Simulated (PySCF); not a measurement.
# Fe⁺: dipole response in aug-cc-pVTZ

How polarisable is Fe⁺ at the levels listed below?

Program: PySCF 2.14.0. Level of theory: unrestricted determinants in a Gaussian basis, no spin-orbit coupling in the energies. These are calculated values, not measurements, unless marked.

### 1 The atom as given

```
Element     : iron (Z = 26)
Basis       : aug-cc-pVTZ (8s7p5d3f2g, 93 functions)
Hamiltonian : no relativity, point nucleus
State 1     : Fe⁺: [Ar] 3d6 4s1, high-spin 6D determinant
Methods     : UHF, PBE, PBE0
```

Outer shells as boxes (Hund's rule):

Fe+ [Ar] 3d6 4s1
```
[Ar] core
3d [↑↓][↑ ][↑ ][↑ ][↑ ]
4s [↑ ]
```

One driver process ran all states and methods and kept the integrals in memory. Each run is shown as a PySCF script that sums up its settings (the driver passes frozen orbitals as a list and adds second-order terms of double hybrids); the logs are those of the runs themselves. The driver starts from symmetry-adapted Hartree-Fock orbitals, holds the occupation by maximum overlap and uses a logarithmic radial grid for functionals, so a plain start would take other cycles.

The integrals over 93 functions and the set-up took 1.6 s of CPU time.

### 2 Fe⁺, method by method

UHF:

The input, input.py:

```python
from pyscf import gto, scf, dft, mp, cc
import basis_set_exchange as bse
mol = gto.M(atom="Fe 0 0 0", charge=1, spin=5, symmetry="D2h",
            basis=gto.basis.parse(bse.get_basis("aug-cc-pVTZ", elements=["Fe"], fmt="nwchem")))
mf = scf.UHF(mol)
mf.irrep_nelec = {'Ag': (6, 3), 'B1g': (1, 1), 'B2g': (1, 0), 'B3g': (1, 0), 'B1u': (2, 2), 'B2u': (2, 2), 'B3u': (2, 2)}
mf.kernel()
```

What it wrote:

```text
damping factor = 0
level_shift factor = 0
DIIS = <class 'pyscf.scf.diis.CDIIS'>
diis_start_cycle = 1
diis_space = 10
diis_damp = 0
SCF conv_tol = 1e-09
SCF conv_tol_grad = None
number electrons alpha = 15  beta = 10
cycle= 1 E= -1262.21981737544  delta_E= -0.00473  |g|= 0.025  |ddm|= 0.0428
cycle= 2 E= -1262.21993538187  delta_E= -0.000118  |g|= 0.00491  |ddm|= 0.0104
cycle= 3 E= -1262.21994364047  delta_E= -8.26e-06  |g|= 0.0011  |ddm|= 0.00555
cycle= 4 E= -1262.21994417883  delta_E= -5.38e-07  |g|= 0.000537  |ddm|= 0.00262
cycle= 5 E= -1262.21994436141  delta_E= -1.83e-07  |g|= 0.000103  |ddm|= 0.00112
cycle= 6 E= -1262.21994436916  delta_E= -7.75e-09  |g|= 1.38e-05  |ddm|= 0.000263
cycle= 7 E= -1262.21994436935  delta_E= -1.97e-10  |g|= 2.41e-06  |ddm|= 4.46e-05
converged SCF energy = -1262.21994436935  <S^2> = 8.7527326  2S+1 = 6.0009108
```

It used 18 s of CPU time after the integrals (shared host).

Orbital energies by shell (radii are means over both spins):

| shell | electrons | mean orbital energy (eV) | spread (eV) | rms radius (bohr) |
| --- | --- | --- | --- | --- |
| 1s α | 1 | -7120.6 | 0 | 0.0685 |
| 1s β | 1 | -7120.5 | 0 | 0.0685 |
| 2s α | 1 | -878.92 | 0 | 0.292 |
| 2s β | 1 | -875.44 | 0 | 0.292 |
| 2p α | 3 | -755.83 | 0.936 | 0.261 |
| 2p β | 3 | -752.50 | 0.002 | 0.261 |
| 3s α | 1 | -126.59 | 0 | 0.880 |
| 3s β | 1 | -116.64 | 0 | 0.880 |
| 3p α | 3 | -88.710 | 2.060 | 0.939 |
| 3p β | 3 | -76.977 | 1.528 | 0.939 |
| 3d α | 5 | -26.916 | 2.413 | 1.21 |
| 3d β | 1 | -21.289 | 0 | 1.21 |
| 4s α | 1 | -15.225 | 0 | 3.01 |

⟨S²⟩ = 8.753, ⟨L²⟩ = 6.02.

The driver then solved the coupled dipole response at imaginary frequencies: mean α = 36.39 bohr³ (xx, yy, zz: 35.04, 35.04, 39.08), C₆ = 190.7 au for a like pair.

PBE:

input.py, as changed from the run before:

```diff
@@ -4,3 +4,3 @@
             basis=gto.basis.parse(bse.get_basis("aug-cc-pVTZ", elements=["Fe"], fmt="nwchem")))
-mf = scf.UHF(mol)
+mf = dft.UKS(mol, xc="PBE")
 mf.irrep_nelec = {'Ag': (6, 3), 'B1g': (1, 1), 'B2g': (1, 0), 'B3g': (1, 0), 'B1u': (2, 2), 'B2u': (2, 2), 'B3u': (2, 2)}
```

What it wrote:

```text
damping factor = 0
level_shift factor = 0
DIIS = <class 'pyscf.scf.diis.CDIIS'>
diis_start_cycle = 1
diis_space = 10
diis_damp = 0
SCF conv_tol = 1e-09
SCF conv_tol_grad = None
number electrons alpha = 15  beta = 10
XC functionals = PBE
    J. P. Perdew, K. Burke, and M. Ernzerhof.,  Phys. Rev. Lett. 77, 3865 (1996)
    J. P. Perdew, K. Burke, and M. Ernzerhof.,  Phys. Rev. Lett. 78, 1396 (1997)
    J. P. Perdew, K. Burke, and M. Ernzerhof.,  Phys. Rev. Lett. 77, 3865 (1996)
    J. P. Perdew, K. Burke, and M. Ernzerhof.,  Phys. Rev. Lett. 78, 1396 (1997)
cycle= 1 E= -1263.14614497186  delta_E= -0.0158  |g|= 0.12  |ddm|= 1.27
cycle= 2 E= -1263.14115965911  delta_E= 0.00499  |g|= 0.209  |ddm|= 0.392
cycle= 3 E= -1263.14929387481  delta_E= -0.00813  |g|= 0.00798  |ddm|= 0.286
cycle= 4 E= -1263.14931050049  delta_E= -1.66e-05  |g|= 0.000445  |ddm|= 0.00847
cycle= 5 E= -1263.14931054507  delta_E= -4.46e-08  |g|= 1.31e-05  |ddm|= 0.00112
cycle= 6 E= -1263.14931054512  delta_E= -4.43e-11  |g|= 3.16e-06  |ddm|= 5.09e-05
converged SCF energy = -1263.14931054512  <S^2> = 8.7506671  2S+1 = 6.0002224
```

CPU time 21 s on a shared host, the integrals not counted.

The driver then solved the coupled dipole response at imaginary frequencies: mean α = 25.52 bohr³ (xx, yy, zz: 25.13, 25.13, 26.31), C₆ = 127.1 au for a like pair.

PBE0:

input.py, as changed from the run before:

```diff
@@ -4,3 +4,3 @@
             basis=gto.basis.parse(bse.get_basis("aug-cc-pVTZ", elements=["Fe"], fmt="nwchem")))
-mf = dft.UKS(mol, xc="PBE")
+mf = dft.UKS(mol, xc="PBE0")
 mf.irrep_nelec = {'Ag': (6, 3), 'B1g': (1, 1), 'B2g': (1, 0), 'B3g': (1, 0), 'B1u': (2, 2), 'B2u': (2, 2), 'B3u': (2, 2)}
```

What it wrote:

```text
damping factor = 0
level_shift factor = 0
DIIS = <class 'pyscf.scf.diis.CDIIS'>
diis_start_cycle = 1
diis_space = 10
diis_damp = 0
SCF conv_tol = 1e-09
SCF conv_tol_grad = None
number electrons alpha = 15  beta = 10
XC functionals = PBE0
    C. Adamo and V. Barone.,  J. Chem. Phys. 110, 6158 (1999)
    M. Ernzerhof and G. E. Scuseria.,  J. Chem. Phys. 110, 5029 (1999)
cycle= 1 E= -1263.18457099251  delta_E= -0.0105  |g|= 0.0519  |ddm|= 0.877
cycle= 2 E= -1263.1843977402  delta_E= 0.000173  |g|= 0.0655  |ddm|= 0.201
cycle= 3 E= -1263.18516390888  delta_E= -0.000766  |g|= 0.00236  |ddm|= 0.102
cycle= 4 E= -1263.18516589272  delta_E= -1.98e-06  |g|= 0.000695  |ddm|= 0.00906
cycle= 5 E= -1263.18516605372  delta_E= -1.61e-07  |g|= 4.46e-05  |ddm|= 0.00211
cycle= 6 E= -1263.18516605461  delta_E= -8.89e-10  |g|= 7.78e-06  |ddm|= 0.000177
converged SCF energy = -1263.18516605461  <S^2> = 8.7510068  2S+1 = 6.0003356
```

It used 35 s of CPU time after the integrals (shared host).

The driver then solved the coupled dipole response at imaginary frequencies: mean α = 27.58 bohr³ (xx, yy, zz: 27.01, 27.01, 28.71), C₆ = 138.0 au for a like pair.

Radial density 4πr²ρ of Fe⁺ at UHF:

| r (bohr) | density | spin density |
| --- | --- | --- |
| 0.00104 | 0.153 | 0.000 |
| 0.00175 | 0.416 | 0.000 |
| 0.00294 | 1.11 | 0.000 |
| 0.00494 | 2.82 | 0.001 |
| 0.00830 | 6.70 | 0.003 |
| 0.0140 | 14.1 | 0.005 |
| 0.0235 | 24.5 | 0.009 |
| 0.0395 | 31.1 | 0.009 |
| 0.0665 | 26.8 | 0.006 |
| 0.112 | 25.9 | 0.045 |
| 0.188 | 34.8 | 0.290 |
| 0.316 | 20.1 | 1.280 |
| 0.532 | 14.3 | 3.320 |
| 0.895 | 14.3 | 3.419 |
| 1.51 | 3.72 | 1.509 |
| 2.53 | 0.745 | 0.594 |
| 4.26 | 0.124 | 0.120 |
| 7.16 | 0.00212 | 0.002 |

### 3 The response side by side

Fe⁺, in atomic units:

| method | mean α | C₆ (like pair) | S(−4) |
| --- | --- | --- | --- |
| UHF | 36.39 | 190.7 | 1268 |
| PBE | 25.52 | 127.1 | 527.2 |
| PBE0 | 27.58 | 138.0 | 647.2 |

α(iu) at PBE0:

| u (hartree) | α(iu) (bohr³) |
| --- | --- |
| 0 | 27.58 |
| 0.0500 | 26.06 |
| 0.100 | 22.50 |
| 0.200 | 15.13 |
| 0.300 | 10.43 |
| 0.500 | 6.028 |
| 0.750 | 3.866 |
| 1.00 | 2.830 |
| 1.50 | 1.807 |
| 2.00 | 1.290 |
| 3.00 | 0.7713 |
| 5.00 | 0.3723 |

### 4 Outcome

| quantity | value |
| --- | --- |
| α of Fe⁺ | 25.52 (PBE) to 36.39 (UHF) bohr³ |

In words: A single London oscillator with the computed α and C₆ of Fe⁺ at UHF would have ω = 4 C₆ / (3 α²) = 0.192 hartree. All values hold for this basis alone; no basis-set limit was taken.
